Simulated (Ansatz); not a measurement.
# BN: normal modes

This session takes BN and sets out to compute the harmonic modes.

Program: Ansatz 0.2.0. Level of theory: DFT r2SCAN, scalar-relativistic, plane waves, PAW. These are calculated values, not measurements.

2 further runs of the same task are left out: 2 set aside as unsound or not needed.

## Step 1: Starting point

It takes space group P6_3mc (No. 186, hexagonal). Conventional cell: a = 2.544 Å, b = 2.544 Å, c = 4.208 Å, α = 90.00°, β = 90.00°, γ = 120.00°. B (site symmetry 3m) is surrounded by 4 N at 1.56 to 1.58 Å. N (site symmetry 3m) is surrounded by 4 B at 1.56 to 1.58 Å.

As a file:

```cif
data_structure
_symmetry_space_group_name_H-M 'P 1'
_symmetry_Int_Tables_number 1
_cell_length_a 2.5440
_cell_length_b 4.2077
_cell_length_c 4.4063
_cell_angle_alpha 90.000
_cell_angle_beta 90.000
_cell_angle_gamma 90.000
_cell_volume 47.17
loop_
_atom_site_label
_atom_site_type_symbol
_atom_site_fract_x
_atom_site_fract_y
_atom_site_fract_z
_atom_site_occupancy
B1 B 0.00000 0.00020 0.33333 1
B2 B 0.50000 0.00020 0.83333 1
B3 B 0.50000 0.50020 0.16667 1
B4 B 0.00000 0.50020 0.66667 1
N1 N 0.00000 0.37480 0.33333 1
N2 N 0.50000 0.37480 0.83333 1
N3 N 0.50000 0.87480 0.16667 1
N4 N 0.00000 0.87480 0.66667 1
```

It goes back to an entry of the Materials Project, which need not be the stable form.

It is built from the cell relaxed beforehand with the same method (5.90 Å³/atom).

## Step 2: Zero of the scan

File input.yaml:

```yaml
crystal:
  lattice:
    - [-2.5439665234, 0.0, 0.0]
    - [0.0, 0.0, -4.2077449346]
    - [0.0, -4.4062792713, 0.0]
  atoms:
    - { symbol: B, position: [0.0, 0.0002004091, 0.3333333333] }
    - { symbol: B, position: [0.5, 0.0002004091, 0.8333333333] }
    - { symbol: B, position: [0.5, 0.5002004091, 0.1666666667] }
    - { symbol: B, position: [0.0, 0.5002004091, 0.6666666667] }
    - { symbol: "N", position: [0.0, 0.3747995909, 0.3333333333] }
    - { symbol: "N", position: [0.5, 0.3747995909, 0.8333333333] }
    - { symbol: "N", position: [0.5, 0.8747995909, 0.1666666667] }
    - { symbol: "N", position: [0.0, 0.8747995909, 0.6666666667] }
basis:
  ecutwfc: 500
kpoints:
  mp_grid: { grid: [10, 6, 6] }
hamiltonian:
  xc: r2scan
scf:
  occupations: { method: gaussian, width: 0.05 }
output:
  forces: true
  stress: true
  eigenvalues: true
```

On the command line:

```console
> ansatz run input.yaml --threads 2 --pin off --max-ram 5120MiB --backend cpu --events-out ev --progress --plain --runs-dir out
```

Standard output, shortened:

```text
Warning: RAYON_NUM_THREADS=2 ignored (pool sized by the plan → 2); use --threads N
[...]
Pseudopotentials: kind: paw
Pseudopotential: B, paw, valence charge 3, recommended cutoff 500 eV (meta_gga), B.paw.azcp
Pseudopotential: N, paw, valence charge 5, recommended cutoff 500 eV (meta_gga), N.paw.azcp
Functional definition: r2SCAN
[...]
Crystal: 8 atoms, lattice volume = 47.166 Å³
Basis set: ecut = 500 eV, 1191 PW (Γ), exchange–correlation on 80×128×144 points (64 copies of the dense FFT grid, shifted against one another)
Bands: 24, of which v1, the nominal top of the filled ones, is band 16 counted from 1 (15 counted from 0)
Symmetry: 8 space group operations
Space group: P63mc (ITA 186), of the structure as read, at distance tolerance 3.6e-5 Å
k-points: 96 of 360 (time reversal used)
[...]
SCF iter   1: F=—  HF=-2175.493502 eV  |F-HF|=—  |Δ(HF+E_count)|=         —  Δρ=1.02e-2  dr2=3.22e-2  dr2_τ=1.30e0  ethr=1.77e-3  ⟨swp⟩=5.7  Hψ=11650  notcnv=0  defer=27
[...]
SCF iter   6: F=-2175.872356 eV  HF=-2175.872356 eV  |F-HF|=3.77e-10  |Δ(HF+E_count)|=   3.51e-8  Δρ=2.77e-6  dr2=1.18e-9  dr2_τ=1.40e-10  ethr=1.72e-10  ⟨swp⟩=7.2  Hψ=9480  notcnv=0
[...]
SCF converged after 6 iterations
Free energy (F): -2175.872356 eV
[...]
E sigma→0 (E₀):  -2175.872356 eV
Fermi energy:    14.100771 eV
[...]
--- Forces (eV/Å), atoms counted from 1 ---
  atom   1  B      0.00000000     0.00001048     0.00006250
  atom   2  B      0.00000000     0.00001048     0.00006250
  atom   3  B      0.00000000    -0.00001048     0.00006250
  atom   4  B      0.00000000    -0.00001048     0.00006250
  atom   5  N     -0.00000000     0.00000703    -0.00006566
  atom   6  N     -0.00000000     0.00000703    -0.00006566
  atom   7  N      0.00000000    -0.00000703    -0.00006566
  atom   8  N      0.00000000    -0.00000703    -0.00006566
[...]
--- Stress (GPa, compression-positive) ---
        0.001765       0.000000      -0.000000
        0.000000       0.001302       0.000000
       -0.000000       0.000000       0.001695
  P = ⅓ Tr σ = 0.0016 GPa (0.016 kbar)
--- Band table (eV; the first three rows and the last of 96) ---
  k-point 0: bands = ["-10.2906", "-6.1103", "-6.0531", "-4.7531", "-0.1249", "1.2972", "3.0426", "3.9964", "6.0116", "6.6747", "8.9915", "8.9915", "9.0024", "10.9281", "11.1983", "11.1983", "18.5136", "19.8230", "20.3142", "20.3142", "20.5353", "21.4029", "22.6161"]
[...]
```

It took 20 s on 2 threads of Intel Xeon at 2.50GHz (Skylake/Cascade Lake), shared host; peak memory 0.51 GiB.

The cell is repeated 2 times, 8 atoms in all. Reference values: F = -2175.8724 eV; pressure 0.00 GPa; largest force 0.000 eV/Å; gap on the mesh 5.80 eV.

## Step 3: Normal modes

input.yaml, as its differences from that of step 2:

```diff
@@ -23,4 +23,8 @@
 output:
-  forces: true
-  stress: true
   eigenvalues: true
+phonons:
+  method: fd
+  supercell: [1, 1, 1]
+  amplitude: 0.02
+  eigenvectors: true
+  dielectric: false
```

On the command line:

```console
> ansatz run input.yaml --threads 2 --pin off --max-ram 5120MiB --backend cpu --events-out ev --progress --plain --runs-dir out
```

Standard output, shortened:

```text
Warning: RAYON_NUM_THREADS=2 ignored (pool sized by the plan → 2); use --threads N
[...]
[... 4 set-up lines as earlier in the session ...]
[...]
Crystal: 8 atoms, lattice volume = 47.166 Å³
Basis set: ecut = 500 eV, 1191 PW (Γ), exchange–correlation on 100×160×180 points (125 copies of the dense FFT grid, shifted against one another)
Bands: 24, of which v1, the nominal top of the filled ones, is band 16 counted from 1 (15 counted from 0)
[... 1 set-up line as earlier in the session ...]
k-points: 96 of 360 (time reversal used)
[...]
SCF iter   1: F=—  HF=-2175.493470 eV  |F-HF|=—  |Δ(HF+E_count)|=         —  Δρ=1.02e-2  dr2=3.22e-2  dr2_τ=1.30e0  ethr=1.77e-3  ⟨swp⟩=5.7  Hψ=11658  notcnv=0  defer=27
[...]
Symmetry: 2 space group operations
[...]
  atom   8  N      0.00000000    -0.00001861    -0.00005999
[...]
--- Band table (eV; the first three rows and the last of 96) ---
[... band rows left out ...]
[...]
--- Phonons: 8 displaced members + reference (amplitude 0.02 Å, Σ member SCF iterations 59) ---
  symmetry images taken by strict's conditions (phonons.symmetry_images: auto; settled by no image being taken that strict refuses)
  ASR residual: 1.876e-3 → 0.000e0 eV/Å²; symmetrization residual: 1.456e-2 eV/Å²
  largest component of a force at the reference: 6.0e-5 eV/Å
  ASR residual per site (eV/Å²): 1.82e-3 1.82e-3 1.82e-3 1.82e-3 1.88e-3 1.88e-3 1.88e-3 1.88e-3
  Γ frequencies (cm⁻¹): 0.00 0.00 0.00 487.04 487.30 492.28 614.13 706.42 849.22 882.67 885.31 885.56 951.61 951.77 952.72 973.69 991.15 1018.59 1023.44 1056.82 1057.11 1102.82 1143.37 1145.49
  density of states and harmonic sums: on the 24×15×14 q-mesh, interpolated from the force constants of a 1×1×1 supercell (no non-analytic term)
  largest difference from the sums on the solved wave vectors: F 1.16e-1 eV, S 3.75e-4 and C_V 2.56e-4 eV/K
[...]
```

It took 4.5 min on 2 threads of Intel Xeon at 2.50GHz (Skylake/Cascade Lake), shared host; peak memory 0.75 GiB.

The modes, lowest first (cm⁻¹, without the LO–TO term): 1: 0, 2: 0, 3: 0, 4: 487, 5: 487, 6: 492, 7: 614, 8: 706, 9: 849, 10: 883, 11: 885, 12: 886, 13: 952, 14: 952, 15: 953, 16: 974, 17: 991, 18: 1019, 19: 1023, 20: 1057, 21: 1057, 22: 1103, 23: 1143, 24: 1145. The cell doubles the primitive one, so its zone centre also holds the primitive cell's point q = (0, 1/2, 0). Three modes near zero are the rigid translations.

## Step 4: Outcome

| quantity | value |
| --- | --- |
| modes | 24 from 0 to 1145 cm⁻¹ |

What this shows: No mode of this cell is imaginary beyond 10 cm⁻¹; other wave vectors were not probed.
